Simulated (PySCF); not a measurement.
**A diatomic session: RbLi+**

One table from this session's results is given with a row withheld; the runs are named, their logs left out.

Program: PySCF 2.14.0. Level of theory: Rb def2-SVPD with ECP28, Li def2-SVPD, scalar-relativistic core potentials. These are calculated values, not measurements.

Set-up of the first run:

The job is set up so:

* atoms: Rb, Li
* charge: 1
* basis: Rb def2-SVPD with ECP28, Li def2-SVPD
* Hamiltonian: scalar-relativistic core potentials
* basis functions: 39
* electrons treated: 11
* masses in u: 84.9118, 7.0160
* levels: PBE0, PBE, r²SCAN, LDA, r²SCANh, B97-3, HSE06, HF, MP2, SCS-MP2, CCSD, CCSD(T)
* grid: 80 radial by 434 angular points
* occupations: held fixed by the projection of orbital angular momentum
* dissociation limit: Rb+ + Li, each in its ground configuration
* starting distance in angstrom: 3.445
* values of 2S to try: 1, 3

Command:

```sh
OMP_NUM_THREADS=1 python dia.py task.json out
```

Steps of the session up to this table: The job; The PBE0 curve of the state that the search chose; PBE; r²SCAN; LDA; r²SCANh; B97-3 (global hybrid GGA); HSE06 (range-separated hybrid); UHF (mean field); MP2 and coupled cluster.

One table of the session follows, with a row left open; its other results are not shown here.

It belongs to the step «Constants by level of theory». 

| level | Re (Å) | ωe (cm⁻¹) | De (eV) |
| --- | --- | --- | --- |
| UHF | 4.288 | 118.7 | 0.385 |
| UHF-MP2 | 4.176 | 124.8 | 0.436 |
| UHF-SCS-MP2 | 4.194 | 123.5 | 0.426 |
| UHF-CCSD | 4.158 | 125.9 | 0.445 |
| UHF-CCSD(T) | 4.155 | 126.1 | 0.447 |
| LDA | 3.996 | 129.4 | 0.58 |
| PBE | 4.100 | 122.7 | 0.51 |
| r²SCAN | 4.085 | 128.4 | 0.477 |
| r²SCANh | ? | ? | ? |
| PBE0 | 4.099 | 126.6 | 0.480 |
| B97-3 | 4.196 | 121.7 | 0.373 |
| HSE06 | 4.098 | 125.8 | 0.484 |

**Question.** Estimate the row for r²SCANh.

As computed: Re (Å): 4.078; ωe (cm⁻¹): 129.3; De (eV): 0.478. In the column «Re (Å)» it lies between LDA (3.996) and r²SCAN (4.085).

De is counted to Rb+ + Li in their ground configurations.
